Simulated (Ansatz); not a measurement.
# FGeH4NSi: the cost of one run

Computed with the Python package of Ansatz 0.2.0. The levels of theory stand in the script.

## 1. The system

Bond lengths: F1–Ge2 1.711 Å, Ge2–N3 1.853 Å, Ge2–Si4 2.287 Å, N3–Si4 1.690 Å, Ge2–H5 1.565 Å, N3–H6 1.061 Å, Si4–H7 1.508 Å, Si4–H8 1.458 Å. Angles (14 of 15 angles, heavy atoms first): F1–Ge2–N3 107.7°, F1–Ge2–Si4 115.6°, N3–Ge2–Si4 46.8°, Ge2–N3–Si4 80.3°, Ge2–Si4–N3 53.0°, F1–Ge2–H5 121.1°, N3–Ge2–H5 109.5°, Si4–Ge2–H5 123.2°, Ge2–N3–H6 106.9°, Si4–N3–H6 106.5°, Ge2–Si4–H7 113.9°, Ge2–Si4–H8 116.5°, N3–Si4–H7 111.4°, N3–Si4–H8 114.8°.

No structure file is read: the coordinates are typed or built in the script.

## 2. The script

File run_methods.py:

```python
"""FGeH4NSi at several levels of theory."""

from dataclasses import dataclass

import ansatz


@dataclass
class Settings:
    basis_set: str = "def2-SVP"


cfg = Settings()


def main() -> None:
    geometry_ang = [
        ("F", (-1.0506, 2.1778, 0.6117)),
        ("Ge", (-0.2248, 1.0838, -0.4118)),
        ("N", (0.7933, -0.0326, 0.6615)),
        ("Si", (-0.395, -1.1246, 0.1587)),
        ("H", (0.646, 1.5959, -1.6068)),
        ("H", (1.671, -0.2701, 0.1145)),
        ("H", (-1.3921, -1.3973, 1.2572)),
        ("H", (0.0444, -2.0901, -0.8409)),
    ]
    fgeh4nsi = ansatz.Crystal.molecule()
    for symbol, xyz in geometry_ang:
        fgeh4nsi = fgeh4nsi.atom(symbol, xyz)

    base = fgeh4nsi.calculation().basis(gaussian=cfg.basis_set)

    methods = ["mp2", "ccsd", "ccsd_t"]
    reports = [base.correlation(m).run(threads=1, backend="cpu").report for m in methods]
    print(f"Hartree-Fock reference {reports[0]['reference_energy_ev'] / 27.211386246:.6f} Ha")
    best = reports[-1]["free_energy_ev"] - reports[-1]["reference_energy_ev"]
    for method, each in zip(methods, reports):
        gained = each["free_energy_ev"] - each["reference_energy_ev"]
        print(f"{method:8s} total {each['free_energy_ev'] / 27.211386246:.6f} Ha  correlation {gained:9.4f} eV  ({100 * gained / best:.1f} % of the last)")


if __name__ == "__main__":
    main()
```

## 3. Running it

Run with:

```sh
python run_methods.py
```

**Question.** How long does this script take on 1 thread of Arm Neoverse V2, shared host, and how much memory does it need?

About 24 s, with a peak of 0.43 GiB.
